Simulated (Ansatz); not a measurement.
# ZrSi2O6: the cost of one run

Method: DFT PBE, scalar-relativistic, plane waves, PAW, in Ansatz 0.2.0.

1 further run of the same task is left out (set aside as unsound or not needed).

### 1 The starting structure

Symmetry: C2, No. 5, monoclinic system. The conventional cell has a = 9.974 Å, b = 5.008 Å, c = 5.899 Å, α = 90.00°, β = 91.83°, γ = 90.00°. Around Zr (site symmetry 2) lie 4 O at 1.96 to 1.97 Å. Si (site symmetry 1) has 4 O at 1.63 to 1.64 Å as nearest neighbours. Around O (site symmetry 1) lie 1 Si at 1.63 Å and 1 Zr at 1.96 Å. O (site symmetry 1) is surrounded by 2 Si at 1.64 Å. O (site symmetry 1) is surrounded by 1 Si at 1.63 Å and 1 Zr at 1.97 Å.

Coordinates:

```xyz
9
Lattice="4.9871 -2.5039 -0.0021 4.9871 2.5039 -0.0021 -0.1854 0.0000 5.8957" Properties=species:S:1:pos:R:3 pbc="T T T"
Zr    4.9871    0.2140   -0.0021
Si    7.3879    1.1680    3.8571
Si    2.4010    1.1680    2.0344
O     6.0622   -0.9034    1.1918
O     2.2157   -0.3815    2.5398
O     3.7267   -0.9034    4.6997
O     3.7239    1.2618    1.0833
O     7.5731   -0.3815    3.3516
O     6.0650    1.2618    4.8082
```

The cell was relaxed beforehand at this level, from a generated guess; it is a trial structure. At a tolerance of 0.02 Å it has space group C2 (No. 5); it has 16.36 Å³/atom, an uncorrected energy of -2.92 eV/atom over the elements.

### 2 Static run: bands, density of states and charges

input.yaml

```yaml
crystal:
  lattice:
    - [4.9871333733, -2.5039236027, -0.0021078262]
    - [4.9871333733, 2.5039236027, -0.0021078262]
    - [-0.1854132125, 0.0, 5.8956963565]
  atoms:
    - { symbol: Zr, position: [0.4572640071, 0.5427359929, 0.0] }
    - { symbol: Si, position: [0.5196215306, 0.9861049307, 0.6547608699] }
    - { symbol: Si, position: [0.0138950693, 0.4803784694, 0.3452391301] }
    - { symbol: O, position: [0.7919416057, 0.4311533578, 0.2025884385] }
    - { symbol: O, position: [0.306343915, 0.1539632941, 0.4309599769] }
    - { symbol: O, position: [0.5688466422, 0.2080583943, 0.7974115615] }
    - { symbol: O, position: [0.124798123, 0.6287370463, 0.1840156362] }
    - { symbol: O, position: [0.8460367059, 0.693656085, 0.5690400231] }
    - { symbol: O, position: [0.3712629537, 0.875201877, 0.8159843638] }
basis:
  ecutwfc: 420
kpoints:
  mp_grid: { grid: [6, 6, 4] }
  band_path:
    path:
      - [[0.0, 0.0, 0.0], [-0.31308427, 0.31308427, 0.0]]
      - [[-0.68691573, -0.31308427, 0.0], [-0.5, -0.5, 0.0], [0.0, 0.0, 0.0], [-0.5, -0.5, 0.5], [-0.69031387, -0.30968613, 0.5]]
      - [[-0.30968613, 0.30968613, 0.5], [0.0, 0.0, 0.5], [0.0, 0.0, 0.0]]
      - [[-0.5, 0.0, 0.5], [0.0, 0.0, 0.0], [-0.5, 0.0, 0.0]]
    npoints: 14
hamiltonian:
  xc: pbe
scf:
  occupations: { method: gaussian, width: 0.02 }
  n_extra_bands: 22
output:
  forces: true
  stress: true
  eigenvalues: true
  populations: true
  dos: { projected: true, de: 0.02, nscf_kmesh: { grid: [9, 9, 6] } }
  bader: true
  write_density: true
  write_potential: true
  elf: true
  volumetric_format: npy
```

The run is started by

```bash
$ ansatz run input.yaml --threads 1 --pin off --max-ram 2560MiB --backend cpu --events-out ev --progress --plain --runs-dir out
```

**Question.** How long does this run take on 1 thread of AMD EPYC (Zen 3), shared host, and how much memory does it need?

About 6.1 min, with a peak of 0.83 GiB.
